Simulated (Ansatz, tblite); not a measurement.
# Sn21H32 off disc (Sn₂₁H₃₂): rung by rung

The task here is to estimate one member of a computed series from the others.

The runs use Ansatz 0.2.0, Gaussian basis; as each input shows.

Plan: GFN1-xTB, GFN2-xTB, PBE-D4/def2-TZVP, r2SCAN-D4/def2-TZVP, BHLYP-D4/def2-TZVP, PBE-D4/def2-SVP, PBE0-D4/def2-SVP, MP2/def2-TZVP.

2 further runs of the same task are left out: 1 for a known fault of the program, 1 set aside as unsound or not needed. Runs told in other sessions of the task aren't counted.

## The geometry

The singlet was relaxed beforehand with PBE-D4/def2-SVP.

53 atoms, charge 0, spin multiplicity 1.

Bond lengths: Sn1–Sn12 2.814 Å, Sn1–Sn13 2.816 Å, Sn1–H22 1.738 Å, Sn1–H23 1.737 Å, Sn2–Sn11 2.815 Å, Sn2–Sn15 2.815 Å, Sn2–H24 1.740 Å, Sn2–H25 1.735 Å, Sn3–Sn14 2.818 Å, Sn3–Sn15 2.822 Å, Sn3–Sn16 2.820 Å, Sn3–H26 1.745 Å, Sn4–Sn11 2.823 Å, Sn4–Sn12 2.824 Å, Sn4–Sn14 2.821 Å, Sn4–Sn19 2.823 Å, Sn5–Sn13 2.817 Å, Sn5–Sn19 2.823 Å and more. Angles: Sn12–Sn1–Sn13 111.6°, Sn12–Sn1–H22 111.0°, Sn12–Sn1–H23 108.1°, Sn13–Sn1–H22 110.5°, Sn13–Sn1–H23 108.4°, H22–Sn1–H23 107.1°, Sn11–Sn2–Sn15 112.7°, Sn11–Sn2–H24 109.4°, Sn11–Sn2–H25 109.4°, Sn15–Sn2–H24 108.7°, Sn15–Sn2–H25 109.2°, H24–Sn2–H25 107.2°, Sn14–Sn3–Sn15 107.4°, Sn14–Sn3–Sn16 111.2°, Sn14–Sn3–H26 109.5°, Sn15–Sn3–Sn16 111.1°, Sn15–Sn3–H26 108.7°, Sn16–Sn3–H26 108.9° and more.

Sn takes a core potential in the def2 sets. No spin-orbit coupling is included.

PBE0-D4/def2-TZVP was run before; its log isn't repeated, and its numbers join the tables.

The first run:

Tight binding, by tblite at 300 K electronic temperature and without a spin-polarisation term:

```python
tblite.interface.Calculator('GFN1-xTB', numbers, positions, charge=0, uhf=0).singlepoint()
```

Tight binding, by tblite at 300 K electronic temperature and without a spin-polarisation term:

```python
tblite.interface.Calculator('GFN2-xTB', numbers, positions, charge=0, uhf=0).singlepoint()
```

start.molden holds the orbitals of an earlier run on this state, given as this run's starting guess.

Contents of in.yaml:

```yaml
crystal:
  periodic: [false, false, false]
  atoms:
    - {symbol: Sn, position_ang: [-5.328412, 2.028836, -0.885349]}
    - {symbol: Sn, position_ang: [-2.310272, -4.673684, 2.294418]}
    - {symbol: Sn, position_ang: [1.186590, -4.506071, -0.869188]}
    - {symbol: Sn, position_ang: [-2.057127, -1.225749, -0.947085]}
    - {symbol: Sn, position_ang: [-2.042211, 2.041668, 2.297041]}
    - {symbol: Sn, position_ang: [1.207787, -1.209188, 2.296381]}
    - {symbol: Sn, position_ang: [1.227926, 2.057642, -0.946488]}
    - {symbol: Sn, position_ang: [-2.028554, 5.326489, -0.884853]}
    - {symbol: Sn, position_ang: [4.507274, -1.188493, -0.868573]}
    - {symbol: Sn, position_ang: [4.673774, 2.309467, 2.296132]}
    - {symbol: Sn, position_ang: [-3.693024, -2.743965, 0.780859]}
    - {symbol: Sn, position_ang: [-3.811651, 0.321259, -2.528646]}
    - {symbol: Sn, position_ang: [-3.679982, 3.678928, 0.693349]}
    - {symbol: Sn, position_ang: [-0.513549, -2.983462, -2.523007]}
    - {symbol: Sn, position_ang: [-0.450789, -6.127535, 0.759748]}
    - {symbol: Sn, position_ang: [2.844837, -2.845408, 0.694440]}
    - {symbol: Sn, position_ang: [-0.319924, 3.811079, -2.528216]}
    - {symbol: Sn, position_ang: [2.986581, 0.513980, -2.521674]}
    - {symbol: Sn, position_ang: [-0.416329, 0.417384, 0.658081]}
    - {symbol: Sn, position_ang: [2.746123, 3.693797, 0.781309]}
    - {symbol: Sn, position_ang: [6.126876, 0.448076, 0.763057]}
    - {symbol: H, position_ang: [-6.426473, 2.989322, -1.829780]}
    - {symbol: H, position_ang: [-6.292680, 1.044111, 0.172340]}
    - {symbol: H, position_ang: [-3.449904, -5.787823, 2.992854]}
    - {symbol: H, position_ang: [-1.484255, -3.894658, 3.605873]}
    - {symbol: H, position_ang: [2.189565, -5.536916, -1.856524]}
    - {symbol: H, position_ang: [-3.010548, 1.029303, 3.326615]}
    - {symbol: H, position_ang: [-1.031391, 3.010391, 3.327825]}
    - {symbol: H, position_ang: [0.202455, -2.177823, 3.330957]}
    - {symbol: H, position_ang: [2.178325, -0.204127, 3.329441]}
    - {symbol: H, position_ang: [-2.987852, 6.426029, -1.828857]}
    - {symbol: H, position_ang: [-1.043113, 6.289266, 0.173548]}
    - {symbol: H, position_ang: [5.538557, -2.191449, -1.855641]}
    - {symbol: H, position_ang: [3.893907, 1.484221, 3.607630]}
    - {symbol: H, position_ang: [5.788249, 3.448960, 2.994212]}
    - {symbol: H, position_ang: [-4.899988, -3.561333, -0.169162]}
    - {symbol: H, position_ang: [-4.548036, -1.664785, 1.844529]}
    - {symbol: H, position_ang: [-4.873347, -0.756110, -3.386752]}
    - {symbol: H, position_ang: [-2.935508, 1.237699, -3.713631]}
    - {symbol: H, position_ang: [-4.686827, 4.686471, 1.699719]}
    - {symbol: H, position_ang: [-1.589775, -4.055593, -3.371653]}
    - {symbol: H, position_ang: [0.380106, -2.095902, -3.718197]}
    - {symbol: H, position_ang: [-1.332297, -7.215875, -0.270308]}
    - {symbol: H, position_ang: [0.527742, -7.111281, 1.806142]}
    - {symbol: H, position_ang: [3.849155, -3.851420, 1.706528]}
    - {symbol: H, position_ang: [-1.236220, 2.934225, -3.712555]}
    - {symbol: H, position_ang: [0.756130, 4.873500, -3.387398]}
    - {symbol: H, position_ang: [2.099328, -0.377644, -3.718688]}
    - {symbol: H, position_ang: [4.060207, 1.590459, -3.367980]}
    - {symbol: H, position_ang: [1.666471, 4.547791, 1.845439]}
    - {symbol: H, position_ang: [3.563246, 4.900869, -0.168834]}
    - {symbol: H, position_ang: [7.108729, -0.530915, 1.810690]}
    - {symbol: H, position_ang: [7.217200, 1.327991, -0.266322]}
basis:
  gaussian: {orbitals: def2-TZVP, fitting: {mean_field: def2-universal-jkfit}, initial_orbitals: start.molden}
hamiltonian: {xc: pbe, dispersion: d4}
scf: {omitted_lower_state_checks: [starts]}
output: {forces: true, orbitals: {seedname: orbitals}}
```

The run is started by

```sh
ansatz run in.yaml --threads 11 --pin off --events-out ev --progress --plain --max-ram 174080MiB --backend cuda --devices 0, --max-vram 75GiB
```

Among the steps run: PBE-D4/def2-TZVP; r2SCAN-D4/def2-TZVP; BHLYP-D4/def2-TZVP; PBE-D4/def2-SVP; PBE0-D4/def2-SVP; MP2/def2-TZVP.

One of the session's tables, all rows but one given; the rest of the session is left out.

It belongs to the step «Binding energy». 

| level | binding an atom (eV) |
| --- | --- |
| HF/def2-TZVP | 1.647 |
| PBE-D4/def2-SVP | 2.425 |
| PBE-D4/def2-TZVP | 2.435 |
| r2SCAN-D4/def2-TZVP | 2.447 |
| PBE0-D4/def2-SVP | ? |
| PBE0-D4/def2-TZVP | 2.435 |
| BHLYP-D4/def2-TZVP | 2.436 |
| MP2/def2-TZVP | 2.311 |

**Question.** Estimate the row for PBE0-D4/def2-SVP.

As computed: binding an atom (eV): 2.421. In the column «binding an atom (eV)» it lies between MP2/def2-TZVP (2.311) and PBE-D4/def2-SVP (2.425).

Limits of these values: Free atoms were run apart at each level; binding is atoms less cluster, divided by the number of atoms, without zero-point or spin-orbit terms.
